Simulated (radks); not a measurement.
**Taking charge from the 6s level of Pb³⁺ in fractions**

One table from this session's results is given with a row withheld; the runs are named, their logs left out.

The numbers are computed with radks (a radial shooting solver on a logarithmic mesh, Libxc functionals) version 1 (scalar-relativistic Kohn-Sham, PBE, spin-polarised, spherical densities, point nucleus), except any that are marked as measured or tabulated.

## The system

* element: lead (Z = 82)
* charge: +3
* electrons: 79
* configuration: [Xe] 4f14 5d10 6s(up 1, down 0)

A shell typed twice in an input gives spin up, then spin down.

Set-up of the first run:

The run's settings:

```text
Z 82
configuration [Xe] 4f14 5d10 6s1 6s0
relativity scalar-relativistic
functional pbe,pbe
spin polarised
nucleus point
c 137.035999084
```

Among the steps run: Start: [Xe] 4f14 5d10 6s(up 1, down 0).

One table of the session follows, with a row left open; its other results are not shown here.

It belongs to the step «Start: [Xe] 4f14 5d10 6s(up 1, down 0)». Radial moments (bohr):

```
  level     <r>  outermost maximum (interpolated)  90 % within  nodes
  4f up  0.4538                             0.350        0.720      0
4f down  0.4538                             0.350        0.720      0
  5p up       ?                                 ?            ?      ?
5p down  0.9752                             0.882         1.41      3
  5d up   1.280                              1.07         1.92      2
5d down   1.272                              1.07         1.91      2
  6s up   2.092                              1.88         2.99      5
6s down   2.093                              1.88         3.00      5
```

**Question.** Estimate the row for 5p up.

**Answer.** <r>: 0.9766; outermost maximum (interpolated): 0.882; 90 % within: 1.41; nodes: 3. In the column «<r>» it lies between 5p down (0.9752) and 5d down (1.272).
